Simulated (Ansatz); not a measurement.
Below is the output of a Python script on Ansatz's Python interface that makes harmonic frequencies at the relaxed geometry of BrF₃Ge, SMILES [F][Ge]([F])([F])[Br]. Write a script that gives it. Level of theory (for the species named): B3LYP, def2-SVP basis, multiplicity 1.

```xyz
5

F     1.2495   -0.8469    1.0744
Ge   -0.0578   -0.0872    0.0650
F    -0.8577   -1.3339   -0.9093
F    -1.1773    0.6946    1.0918
Br    0.8932    1.4998   -1.3634
```

```console
$ python brf3ge_freq.py
final positions (A) and the move of each atom
F     1.16399   -0.82429    1.01595    0.1060
Ge   -0.01810   -0.06178    0.03412    0.0564
F    -0.82427   -1.30212   -0.83442    0.0880
F    -1.17133    0.64041    1.09227    0.0545
Br    0.89960    1.47418   -1.34943    0.0299
frequencies (1/cm): 150 150 236 236 237 348 724 771 771
imaginary modes: 0  zero-point energy: 0.2245 eV
H(298 K) - E = 0.4211 eV
S(298 K, 1 bar) = 348.1 J/(mol K) with symmetry number 1
```

One script that gives this output:

`brf3ge_freq.py`:
```python
"""Vibrations of BrF3Ge."""

import ansatz as az
from ase import Atoms
from ase.thermochemistry import IdealGasThermo
import numpy as np

atoms = Atoms(["F", "Ge", "F", "F", "Br"], positions=[
    (1.2495, -0.8469, 1.0744),
    (-0.0578, -0.0872, 0.065),
    (-0.8577, -1.3339, -0.9093),
    (-1.1773, 0.6946, 1.0918),
    (0.8932, 1.4998, -1.3634),
])
molecule = az.Crystal.molecule_from_ase(atoms)

model = molecule.calculation()
model = model.basis(gaussian="def2-SVP")
model = model.functional("B3LYP")
symbols = [site.symbol for site in molecule.cartesian_sites]
start = np.array([site.position_ang for site in molecule.cartesian_sites], dtype=float)
report = model.relax(force_tolerance=0.003).run().report
end = np.array(report["positions_ang"])

print("final positions (A) and the move of each atom")
for symbol, xyz, old in zip(symbols, end, start):
    print(f"{symbol:2s} {xyz[0]:10.5f} {xyz[1]:10.5f} {xyz[2]:10.5f}   {np.linalg.norm(xyz - old):7.4f}")

# frequencies need a stationary point, so they are taken at the relaxed geometry
minimum = az.Crystal.molecule()
for symbol, place in zip(symbols, end):
    minimum = minimum.atom(symbol, place.tolist())
vibrating = (
    minimum.calculation()
    .basis(gaussian="def2-SVP")
    .functional("B3LYP")
    .phonons(temperatures=(298.15, 498.15, 100))
)
vib = vibrating.run().report["vibrations"]
sums = vib["harmonic_sums"]
modes = [m["omega_inv_cm"] for m in sums["modes_at_gamma"] if m["rigid_motion"] == "no"]
print("frequencies (1/cm):", " ".join(f"{w:.0f}" for w in modes))
print("imaginary modes:", sum(w < 0 for w in modes), " zero-point energy:", round(sums["zero_point_energy_ev"], 4), "eV")
# rigid rotor and ideal gas, symmetry number taken as one
gas = IdealGasThermo(vib_energies=[w / 8065.544 for w in modes if w > 0], geometry="linear" if len(modes) == 3 * len(symbols) - 5 else "nonlinear",
                     atoms=Atoms(symbols, positions=end), symmetrynumber=1, spin=0.0)
print(f"H(298 K) - E = {gas.get_enthalpy(298.15, verbose=False):.4f} eV")
print(f"S(298 K, 1 bar) = {96485.33 * gas.get_entropy(298.15, 1e5, verbose=False):.1f} J/(mol K) with symmetry number 1")
```

Notes:
- The frequencies are harmonic and unscaled, in a modest basis. The result belongs to the one conformer reached from this start, and soft torsions count as harmonic oscillators.
- b3lyp holds the VWN-RPA fit, as in Gaussian; the form of ORCA and Turbomole is b3lyp5.
- The entropy takes a symmetry number of 1; a symmetric molecule's is lower by R ln(sigma).
- Finished in 2.6 min on 1 thread of Arm Neoverse V1, with other jobs on the host, peak memory 0.39 GiB.

(A comment or docstring line of the script was reworded after the run, the code is as it ran; lines on the test bed's own set-up are left out of the output.)
